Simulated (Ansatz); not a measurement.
# CH₃BFNS: up Jacob's ladder to CCSD(T)

One table from this session's results is given with a row withheld; the runs are named, their logs left out.

Computed with Ansatz 0.2.0, Gaussian basis. Level: functionals in def2-TZVPP, the program's frozen cores in correlated methods.

Plan: LDA (SPW92), PBE-D4, revPBE-D4, BLYP-D4, r2SCAN-D4, B97M-V, PBE0-D4, B3LYP-D4, r2SCANh-D4, r2SCAN0-D4, HSE06-D4, BHLYP-D4, CAM-B3LYP-D4, LC-ωPBE, ωB97X-V, ωB97M-V, B2PLYP, PBE-QIDH; CCSD(T)/def2-SVP; CCSD(T)/def2-TZVPP; MP2/def2-QZVPP; extrapolation to the limit; RPA on PBE.

## Structure used throughout

An earlier PBE0-D4 in a triple-zeta def2 set relaxation fixed the geometry.

SMILES `B/N=C(/F)S`, 8 atoms, charge 0, spin multiplicity 1.

Atoms are counted from 1 here; the program's logs count them from 0.

Bond lengths: B1–N2 1.367 Å, B1–H6 1.197 Å, B1–H7 1.197 Å, N2–C3 1.224 Å, C3–F4 1.342 Å, C3–S5 1.753 Å, S5–H8 1.342 Å. Angles: N2–B1–H6 119.0°, N2–B1–H7 119.0°, H6–B1–H7 122.1°, B1–N2–C3 176.2°, N2–C3–F4 121.8°, N2–C3–S5 125.2°, F4–C3–S5 112.9°, C3–S5–H8 95.4°.

Set-up of the first run:

in.yaml reads:

```yaml
crystal:
  periodic: [false, false, false]
  atoms:
    - {symbol: B, position_ang: [-0.068892, 1.790809, 0.172827]}
    - {symbol: N, position_ang: [-0.014641, 0.455504, -0.115695]}
    - {symbol: C, position_ang: [0.037744, -0.753808, -0.294086]}
    - {symbol: F, position_ang: [0.021161, -1.289371, -1.524208]}
    - {symbol: S, position_ang: [0.140314, -1.959781, 0.974353]}
    - {symbol: H, position_ang: [-1.137215, 2.306998, 0.328692]}
    - {symbol: H, position_ang: [0.953232, 2.407371, 0.256820]}
    - {symbol: H, position_ang: [0.160495, -3.014822, 0.145296]}
basis:
  gaussian: {orbitals: def2-TZVPP}
hamiltonian: {xc: lda}
output: {orbitals: {seedname: orbitals}}
```

Steps of the session up to this table: LDA; PBE-D4 (GGA); revPBE-D4 (GGA); BLYP-D4 (GGA); r2SCAN-D4 (meta-GGA); B97M-V (meta-GGA); PBE0-D4 (hybrid); B3LYP-D4 (hybrid); r2SCANh-D4 (hybrid); r2SCAN0-D4 (hybrid); HSE06-D4 (hybrid); BHLYP-D4 (hybrid); CAM-B3LYP-D4 (range-separated); LC-ωPBE (range-separated); ωB97X-V (range-separated); ωB97M-V (range-separated); B2PLYP (double hybrid); PBE-QIDH (double hybrid).

One of the session's tables, all rows but one given; the rest of the session is left out.

It belongs to the step «Orbital energies across the functionals». 

```
  functional  HOMO (eV)  gap (eV)
 LDA (SPW92)      -6.61      4.70
      PBE-D4      -6.49      4.85
   revPBE-D4      -6.45      4.91
     BLYP-D4      -6.36      4.87
   r2SCAN-D4      -6.74      5.46
      B97M-V      -6.80      5.47
     PBE0-D4      -7.69      7.02
    B3LYP-D4          ?         ?
  r2SCANh-D4      -7.18      6.24
  r2SCAN0-D4      -7.85      7.41
    HSE06-D4      -7.30      6.25
    BHLYP-D4      -8.78      9.11
CAM-B3LYP-D4      -9.01      9.40
     LC-ωPBE     -10.35     11.92
     ωB97X-V      -9.98     11.47
     ωB97M-V      -9.84     11.07
```

**Question.** Estimate the row for B3LYP-D4.

Worked estimate for «HOMO (eV)». Against the share of exact exchange, BLYP-D4 (0, -6.36), BHLYP-D4 (0.5, -8.78) give a slope of -4.84 per unit share; at 0.2 the line stands at -7.33.

The run gave: HOMO (eV): -7.48; gap (eV): 6.59. In «HOMO (eV)» the line misses by +0.15.
